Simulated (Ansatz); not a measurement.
# Cs2Ge3: the cost of one run

Method: DFT PBE, scalar-relativistic, plane waves, PAW, in Ansatz 0.2.0.

## 1. Starting point

It takes space group P4mm (No. 99, tetragonal). Conventional cell: a = 4.646 Å, b = 4.646 Å, c = 6.843 Å, α = 90.00°, β = 90.00°, γ = 90.00°. Cs (site symmetry 4mm) is surrounded by 5 Ge at 2.98 to 3.07 Å. Around Cs (site symmetry 4mm) lie 8 Ge at 3.08 to 3.29 Å. Ge (site symmetry 2mm) is surrounded by 4 Cs at 2.98 to 3.08 Å and 6 Ge at 3.01 to 3.29 Å. Ge (site symmetry 4mm) has 4 Ge at 3.01 Å and 5 Cs at 3.07 to 3.29 Å as nearest neighbours.

Structure file:

```
CELL_PARAMETERS angstrom
4.64609 0.00000 0.00000
0.00000 4.64609 0.00000
0.00000 0.00000 6.84312
ATOMIC_POSITIONS crystal
Cs 0.00000 0.00000 0.72113
Cs 0.50000 0.50000 0.28981
Ge 0.50000 0.00000 0.99346
Ge 0.00000 0.50000 0.99346
Ge 0.00000 0.00000 0.27214
```

Recipe of the guess: species swapped into a database cell of Cu3Te2 (P4mm, No. 99), with Ge on the Cu sites and Cs on the Te sites. Lengths come from tabulated atomic sizes and are only a guess.

## 2. A first look at the guess

File input.yaml:

```yaml
crystal:
  lattice:
    - [4.64608704, 0.0, 0.0]
    - [0.0, 4.64608704, 0.0]
    - [0.0, 0.0, 6.84312328]
  atoms:
    - { symbol: Cs, position: [0.0, 0.0, 0.72112864] }
    - { symbol: Cs, position: [0.5, 0.5, 0.28981033] }
    - { symbol: Ge, position: [0.5, 0.0, 0.99346125] }
    - { symbol: Ge, position: [0.0, 0.5, 0.99346125] }
    - { symbol: Ge, position: [0.0, 0.0, 0.27213845] }
basis:
  ecutwfc: 420
kpoints:
  mp_grid: { grid: [4, 4, 4] }
hamiltonian:
  xc: pbe
scf:
  occupations: { method: gaussian, width: 0.1 }
  lower_state_search: "off"
output:
  forces: true
  stress: true
  eigenvalues: true
```

The run is started by

```bash
$ ansatz run input.yaml --threads 1 --pin off --max-ram 2560MiB --backend cpu --events-out ev --progress --plain --runs-dir out
```

What time and memory should one allow on 1 thread of Intel Xeon Platinum 8488C (Sapphire Rapids), shared host?

About 5.5 s, with a peak of 0.51 GiB.
